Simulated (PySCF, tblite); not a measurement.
**C₆H₁₁BrOSi: geometry, infrared bands and NMR shifts**

What infrared bands and NMR shifts should C₆H₁₁BrOSi (`Br[C@@H]1[SiH2]C[C@H]1OC1CC1`) show?

Programs: tblite 0.8.0 and PySCF 2.14.0, with density-fitted response routines of our own. Each step states its level of theory. These are calculated values for one molecule in the gas phase, unless marked as measured. Atoms are numbered from 0 throughout.

## 1. Starting geometry

20 atoms, charge 0, multiplicity 1; geometry from: force field or distance geometry start.

Bonds of the start (Å): Br0–C1 1.93, C1–Si2 1.88, Si2–C3 1.87, C3–C4 1.57, C4–O5 1.44, O5–C6 1.44, C6–C7 1.51, C7–C8 1.50, C4–C1 1.58, C8–C6 1.50, C1–H9 1.11, Si2–H10 1.49, Si2–H11 1.50, C3–H12 1.09, C3–H13 1.10, C4–H14 1.11, C6–H15 1.08, C7–H16 1.08, C7–H17 1.09, C8–H18 1.08, C8–H19 1.09.

## 2. Geometry optimisation with GFN2-xTB

The job: settings as JSON, then the geometry in Å.

```
{"job": {"kind": "relax", "xc": "GFN2-xTB", "basis": "xTB"}, "charge": 0, "multiplicity": 1}
Br    -1.430900    -1.511400    -2.157100
C     -1.624000    -0.792800    -0.379100
Si    -3.011200     0.462500    -0.192000
C     -1.652300     1.164500     0.882400
C     -0.611300     0.350500     0.038300
O      0.531900    -0.077900     0.805200
C      1.553300    -0.715300     0.011100
C      2.943800    -0.645500     0.598400
C      2.588100     0.180900    -0.600600
H     -1.694400    -1.595100     0.383500
H     -3.278700     1.294200    -1.403700
H     -4.226500    -0.009600     0.540300
H     -1.534100     2.243800     0.869200
H     -1.714600     0.833400     1.931900
H     -0.269500     0.961500    -0.825800
H      1.294100    -1.635700    -0.491800
H      3.065900    -0.145500     1.549600
H      3.588200    -1.508100     0.447000
H      2.992500    -0.098500    -1.556900
H      2.484500     1.254800    -0.452900
```

Command:

```console
> OMP_NUM_THREADS=1 python probes_run.py task.json out
```

The driver reads the jobs from task.json and runs them one after another.

**Question.** This job is followed by: GFN2-xTB harmonic vibrations, gas phase; GIAO PBE0/pcSseg-1 NMR shielding, non-relativistic, gas phase. What will the session give for the following? strongest single infrared mode (GFN2-xTB); zero-point energy (GFN2-xTB); ¹³C shifts against TMS (PBE0/pcSseg-1); ¹H shifts against TMS (PBE0/pcSseg-1); ⁷⁹Br shifts against HBr (PBE0/pcSseg-1); ²⁹Si shifts against TMS (PBE0/pcSseg-1); ¹⁷O shifts against H2O (PBE0/pcSseg-1).

The runs gave:

```
                                 quantity                                                                 value
strongest single infrared mode (GFN2-xTB)                                                 2313 cm⁻¹, 271 km/mol
             zero-point energy (GFN2-xTB)                                                         95.7 kcal/mol
   ¹³C shifts against TMS (PBE0/pcSseg-1)                                  88.4, 53.8, 48.4, 18.3, 9.5, 7.0 ppm
    ¹H shifts against TMS (PBE0/pcSseg-1)  4.75, 4.40, 4.26, 3.85, 3.75, 1.94, 1.51, 0.78, 0.63, 0.52, 0.40 ppm
  ⁷⁹Br shifts against HBr (PBE0/pcSseg-1)                                                               451 ppm
  ²⁹Si shifts against TMS (PBE0/pcSseg-1)                                                             -41.4 ppm
   ¹⁷O shifts against H2O (PBE0/pcSseg-1)                                                             110.1 ppm
```

What this shows: The optimisation took 101 steps and gained 0.377 eV; among the close pairs (by a distance rule), O5–C6 changed most, from 1.442 to 1.396 Å. All 54 modes are real, so the xTB geometry is a minimum. Unscaled tight-binding wavenumbers are off by several per cent, some by more. Its intensities can rank the bands wrongly. C1 stands next to heavy halogen, whose spin-orbit shielding this run leaves out, so the computed shift lies too far downfield, most of all for carbon beside Br or I. The most deshielded carbon is C4 (sp3 CH bonded to O), at 88.4 ppm: pulled downfield by the heteroatom. At PBE0/pcSseg-1: The largest span, 1361 ppm, is at Br0, where the paramagnetic term is -953 ppm. Spin-orbit coupling is left out, which matters for shieldings and couplings at and beside the heavy atoms.
